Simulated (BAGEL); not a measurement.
# CH3AlBr (SMILES [CH3][Al][Br]) at UHF/3-21G (density fitting with qzvpp-jkfit)

What is the vertical doublet–quartet gap of CH3AlBr at UHF/3-21G (density fitting with qzvpp-jkfit)? 

Program for the calculation: BAGEL 1.2.2.

## 1. The structure to begin with

CH3AlBr has 6 atoms, charge 0, and is taken as a doublet. As SMILES, `[CH3][Al][Br]`. Geometry: relaxed at PBE0-D4/def2-TZVP.

Bond lengths: C1–Al2 1.965 Å, Al2–Br3 2.287 Å, C1–H4 1.094 Å, C1–H5 1.093 Å, C1–H6 1.094 Å. Angles: C1–Al2–Br3 117.6°, Al2–C1–H4 110.3°, Al2–C1–H5 110.3°, Al2–C1–H6 110.4°, H4–C1–H5 109.1°, H4–C1–H6 107.5°, H5–C1–H6 109.1°.

## 2. A single-point energy at UHF/3-21G (density fitting with qzvpp-jkfit)

input.json

```json
{ "bagel" : [

{
  "title" : "molecule",
  "basis" : "3-21g",
  "df_basis" : "qzvpp-jkfit",
  "angstrom" : "true",
  "geometry" : [
    { "atom" : "C", "xyz" : [   -0.392100,    0.512200,   -0.308600 ] },
    { "atom" : "Al", "xyz" : [    1.119900,   -0.742300,   -0.306600 ] },
    { "atom" : "Br", "xyz" : [    1.361500,   -2.105700,    1.514100 ] },
    { "atom" : "H", "xyz" : [   -0.031400,    1.541900,   -0.384000 ] },
    { "atom" : "H", "xyz" : [   -0.975800,    0.403700,    0.608700 ] },
    { "atom" : "H", "xyz" : [   -1.039900,    0.326200,   -1.169800 ] }
  ]
},
{
  "title" : "uhf",
  "nopen" : 1
},
{
  "title" : "print",
  "file" : "orbitals.molden",
  "orbitals" : "true"
}

]}
```

Started as:

```bash
BAGEL_NUM_THREADS=1 BAGEL input.json > input.out
```

Standard output:

```text
* using 1 threads per process

  ===============================================================
  ===============================================================

  *** Geometry ***

  { "atom" : "C", "xyz" : [     -0.740962,      0.967918,     -0.583169 ] },
  { "atom" : "Al", "xyz" : [      2.116304,     -1.402744,     -0.579390 ] },
  { "atom" : "Br", "xyz" : [      2.572862,     -3.979196,      2.861234 ] },
  { "atom" : "H", "xyz" : [     -0.059337,      2.913769,     -0.725655 ] },
  { "atom" : "H", "xyz" : [     -1.843995,      0.762882,      1.150276 ] },
  { "atom" : "H", "xyz" : [     -1.965126,      0.616429,     -2.210602 ] },

  Number of auxiliary basis functions:      523

  Since a DF basis is specified, we compute 2- and 3-index integrals:
    o Being stored without compression. Storage requirement is 0.010 GB

  Number of basis functions:       50
  Number of electrons      :       57

    * METHOD: MOLECULE                             0.21

  *** Open-shell HF ***

  === Nuclear Repulsion ===
   188.2209329075

      * DIIS with orbital gradients will be used.

  === UHF iteration (3-21g) ===
      0      -2840.00512576          0.02944420           0.10
      1      -2840.06858093          0.01061817           0.10
      2      -2840.07814640          0.00503105           0.10
      3      -2840.08006368          0.00098664           0.10
      4      -2840.08070320          0.00033030           0.10
      5      -2840.08079995          0.00013327           0.10
      6      -2840.08082809          0.00004529           0.10
      7      -2840.08083339          0.00001988           0.10
      8      -2840.08083476          0.00000463           0.10
      9      -2840.08083487          0.00000162           0.10
     10      -2840.08083489          0.00000064           0.10
     11      -2840.08083489          0.00000018           0.10
     12      -2840.08083489          0.00000006           0.10
     13      -2840.08083489          0.00000003           0.09
     14      -2840.08083489          0.00000001           0.09
     15      -2840.08083489          0.00000000           0.09
    * SCF iteration converged.

    * S^2 (UHF) is 0.7545

    * Permanent dipole moment:
           (    0.170297,    -0.724564,     0.913071) a.u.

    * METHOD: UHF                                  1.72

    * METHOD: PRINT                                0.01

  ===============================================================
```

It took 2.1 s on 1 thread of Arm Neoverse V1, shared host; peak memory 0.09 GiB.

## 3. The quartet, same level

calc.json

```json
{ "bagel": [

{
  "title": "molecule",
  "basis": "3-21g",
  "df_basis": "qzvpp-jkfit",
  "angstrom": "true",
  "geometry": [
    { "atom": "C", "xyz": [   -0.392100,    0.512200,   -0.308600 ] },
    { "atom": "Al", "xyz": [    1.119900,   -0.742300,   -0.306600 ] },
    { "atom": "Br", "xyz": [    1.361500,   -2.105700,    1.514100 ] },
    { "atom": "H", "xyz": [   -0.031400,    1.541900,   -0.384000 ] },
    { "atom": "H", "xyz": [   -0.975800,    0.403700,    0.608700 ] },
    { "atom": "H", "xyz": [   -1.039900,    0.326200,   -1.169800 ] }
  ]
},
{ "title": "uhf", "nopen": 3 },
{ "title": "print", "file": "orbitals.molden", "orbitals": "true" }

]}
```

Started as:

```bash
BAGEL_NUM_THREADS=1 BAGEL calc.json > calc.out
```

Standard output:

```text
* using 1 threads per process

  ===============================================================
  ===============================================================

  *** Geometry ***

  { "atom" : "C", "xyz" : [     -0.740962,      0.967918,     -0.583169 ] },
  { "atom" : "Al", "xyz" : [      2.116304,     -1.402744,     -0.579390 ] },
  { "atom" : "Br", "xyz" : [      2.572862,     -3.979196,      2.861234 ] },
  { "atom" : "H", "xyz" : [     -0.059337,      2.913769,     -0.725655 ] },
  { "atom" : "H", "xyz" : [     -1.843995,      0.762882,      1.150276 ] },
  { "atom" : "H", "xyz" : [     -1.965126,      0.616429,     -2.210602 ] },

  Number of auxiliary basis functions:      523

  Since a DF basis is specified, we compute 2- and 3-index integrals:
    o Being stored without compression. Storage requirement is 0.010 GB

  Number of basis functions:       50
  Number of electrons      :       57

    * METHOD: MOLECULE                             0.21

  *** Open-shell HF ***

  === Nuclear Repulsion ===
   188.2209329075

      * DIIS with orbital gradients will be used.

  === UHF iteration (3-21g) ===
      0      -2839.84886633          0.01931407           0.10
      1      -2839.88922634          0.00506338           0.10
      2      -2839.89491065          0.00224859           0.10
      3      -2839.89647852          0.00134237           0.10
      4      -2839.89753769          0.00091349           0.10
      5      -2839.89851553          0.00077333           0.10
      6      -2839.89951334          0.00053761           0.10
      7      -2839.90023938          0.00029960           0.09
      8      -2839.90022898          0.00034600           0.09
      9      -2839.90032524          0.00011382           0.10
     10      -2839.90033970          0.00008539           0.10
     11      -2839.90034378          0.00001147           0.10
     12      -2839.90034385          0.00000678           0.10
     13      -2839.90034387          0.00000339           0.10
     14      -2839.90034388          0.00000132           0.10
     15      -2839.90034388          0.00000054           0.10
     16      -2839.90034388          0.00000035           0.10
     17      -2839.90034388          0.00000016           0.10
     18      -2839.90034388          0.00000007           0.10
     19      -2839.90034388          0.00000004           0.10
     20      -2839.90034388          0.00000002           0.10
     21      -2839.90034388          0.00000001           0.10
    * SCF iteration converged.

    * S^2 (UHF) is 3.7583

    * Permanent dipole moment:
           (    1.465585,    -1.634864,     0.656326) a.u.

    * METHOD: UHF                                  2.36

    * METHOD: PRINT                                0.01

  ===============================================================
```

It took 2.7 s on 1 thread of Arm Neoverse V1, shared host; peak memory 0.09 GiB.

## 4. Outcome

Level: UHF/3-21G (density fitting with qzvpp-jkfit).

```
                                        quantity           value
                           doublet: total energy  -2840.08083 Eh
                          doublet: dipole moment          2.99 D
                                   doublet: ⟨S²⟩           0.754
                           quartet: total energy  -2839.90034 Eh
                          quartet: dipole moment          5.82 D
                                   quartet: ⟨S²⟩           3.758
vertical energy of the quartet above the doublet        4.911 eV
```

What this shows: At this shape the quartet lies 4.91 eV (113 kcal/mol) above the doublet.
